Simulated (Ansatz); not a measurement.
# C3H5Cl2Ga: the cost of one run

Program: Ansatz 0.2.0, Gaussian basis. Level of theory: r2SCAN/def2-SVP. These are calculated values, not measurements.

## Step 1: The relaxed structure

The geometry comes from an earlier relaxation with PBE0-D4 in a triple-zeta def2 set; it is a stationary point, not always the lowest conformer.

SMILES `C=C[CH2][Ga]([Cl])[Cl]`, 11 atoms, charge 0, spin multiplicity 1.

Atoms are counted from 1 here; the program's logs count them from 0.

Bond lengths: C1–C2 1.326 Å, C1–H7 1.083 Å, C1–H8 1.089 Å, C2–C3 1.495 Å, C2–H9 1.089 Å, C3–Ga4 1.959 Å, C3–H10 1.094 Å, C3–H11 1.095 Å, Ga4–Cl5 2.138 Å, Ga4–Cl6 2.139 Å. Angles: C2–C1–H7 121.5°, C2–C1–H8 122.6°, H7–C1–H8 115.8°, C1–C2–C3 126.5°, C1–C2–H9 118.1°, C3–C2–H9 115.4°, C2–C3–Ga4 112.3°, C2–C3–H10 110.6°, C2–C3–H11 110.6°, Ga4–C3–H10 107.4°, Ga4–C3–H11 109.1°, H10–C3–H11 106.7°, C3–Ga4–Cl5 122.2°, C3–Ga4–Cl6 124.1°, Cl5–Ga4–Cl6 113.7°.

As a file:

```xyz
11

C    -0.77568   -0.44352   -1.39533
C    -0.22081   -1.13059   -0.40688
C     0.32235   -0.57257    0.86987
Ga    0.55450    1.37131    0.79382
Cl    2.45307    2.27841    0.41444
Cl   -1.02581    2.78127    1.09371
H    -1.15602   -0.93445   -2.28298
H    -0.89731    0.63828   -1.36199
H    -0.15260   -2.21286   -0.50924
H     1.29912   -1.01028    1.09573
H    -0.33531   -0.82199    1.70945
```

## Step 2: Dynamics

Contents of in.yaml:

```yaml
crystal:
  periodic: [false, false, false]
  atoms:
    - {symbol: C, position_ang: [-0.775679, -0.443522, -1.395330]}
    - {symbol: C, position_ang: [-0.220806, -1.130593, -0.406881]}
    - {symbol: C, position_ang: [0.322348, -0.572570, 0.869868]}
    - {symbol: Ga, position_ang: [0.554497, 1.371308, 0.793822]}
    - {symbol: Cl, position_ang: [2.453065, 2.278411, 0.414438]}
    - {symbol: Cl, position_ang: [-1.025809, 2.781268, 1.093714]}
    - {symbol: H, position_ang: [-1.156020, -0.934448, -2.282976]}
    - {symbol: H, position_ang: [-0.897308, 0.638275, -1.361988]}
    - {symbol: H, position_ang: [-0.152604, -2.212861, -0.509241]}
    - {symbol: H, position_ang: [1.299124, -1.010282, 1.095727]}
    - {symbol: H, position_ang: [-0.335310, -0.821987, 1.709446]}
basis:
  gaussian: {orbitals: def2-SVP}
hamiltonian: {xc: {name: r2SCAN}}
md: {timestep: 1 fs, n_steps: 20, ensemble: nvt_nose_hoover, temperature: 500, initial_velocities: maxwell_boltzmann, seed: 952}
```

The run is started by

```bash
$ ansatz run in.yaml --threads 2 --pin off --events-out ev --progress --plain --max-ram 32768MiB --backend cpu
```

**Question.** How long does this run take on 2 threads of AMD EPYC 7R13, shared host, and how much memory does it need?

About 1.7 min, with a peak of 0.26 GiB.
